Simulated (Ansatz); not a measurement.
# AlBrH3N: small, medium and large basis sets

Aim: see how fast density functionals converge with the basis set for AlBrH3N.

Program: Ansatz 0.2.0, Gaussian basis. Level of theory: one geometry, several basis sets. These are calculated values, not measurements.

The runs, in order: PBE0-D4/def2-SVP; ωB97M-V/def2-SVP; PBE0-D4/def2-QZVPP; ωB97M-V/def2-QZVPP; the functionals' def2-TZVPP values are taken from earlier runs.

**1. Structure used throughout**

An earlier PBE0-D4 in a triple-zeta def2 set relaxation fixed the geometry.

SMILES `[NH2][AlH][Br]`, 6 atoms, charge 0, spin multiplicity 1.

Atoms are counted from 1 here; the program's logs count them from 0.

Bond lengths: N1–Al2 1.756 Å, N1–H4 1.007 Å, N1–H5 1.007 Å, Al2–Br3 2.258 Å, Al2–H6 1.571 Å. Angles: Al2–N1–H4 124.3°, Al2–N1–H5 124.9°, H4–N1–H5 110.7°, N1–Al2–Br3 117.4°, N1–Al2–H6 121.8°, Br3–Al2–H6 120.8°.

Coordinates:

```xyz
6
AlBrH3N
N    -0.53860    0.31204   -0.78698
Al    0.36517   -0.08798    0.66459
Br    1.47699   -2.05322    0.68852
H    -1.07031    1.15863   -0.90973
H    -0.59793   -0.26820   -1.60779
H     0.40677    0.87472    1.90517
```

**2. PBE0-D4 in def2-SVP**

Input file in.yaml:

```yaml
crystal:
  periodic: [false, false, false]
  atoms:
    - {symbol: N, position_ang: [-0.538598, 0.312041, -0.786977]}
    - {symbol: Al, position_ang: [0.365172, -0.087983, 0.664593]}
    - {symbol: Br, position_ang: [1.476993, -2.053217, 0.688523]}
    - {symbol: H, position_ang: [-1.070311, 1.158633, -0.909725]}
    - {symbol: H, position_ang: [-0.597928, -0.268198, -1.607785]}
    - {symbol: H, position_ang: [0.406770, 0.874724, 1.905171]}
basis:
  gaussian: {orbitals: def2-SVP}
hamiltonian: {xc: pbe0, dispersion: d4}
output: {orbitals: {seedname: orbitals}}
```

Further steps of the session: ωB97M-V in def2-SVP; PBE0-D4 in def2-QZVPP; ωB97M-V in def2-QZVPP.

**Question.** What will the summary of the whole plan be? Wanted: PBE0-D4: double and triple zeta above quadruple; ωB97M-V: double and triple zeta above quadruple.

**Answer**, as computed:

| quantity | value |
| --- | --- |
| PBE0-D4: double and triple zeta above quadruple | 14.49, 1.74 eV |
| ωB97M-V: double and triple zeta above quadruple | 14.45, 1.68 eV |

For PBE0-D4 the step from double to triple zeta gains 12.75 eV and the next only 1.74 eV. Total energies overstate the basis error of differences, where much of it tends to cancel. The LUMO of ωB97M-V is positive and keeps falling with the basis (1.35 to 0.76 eV): an unbound level that the basis holds in place.
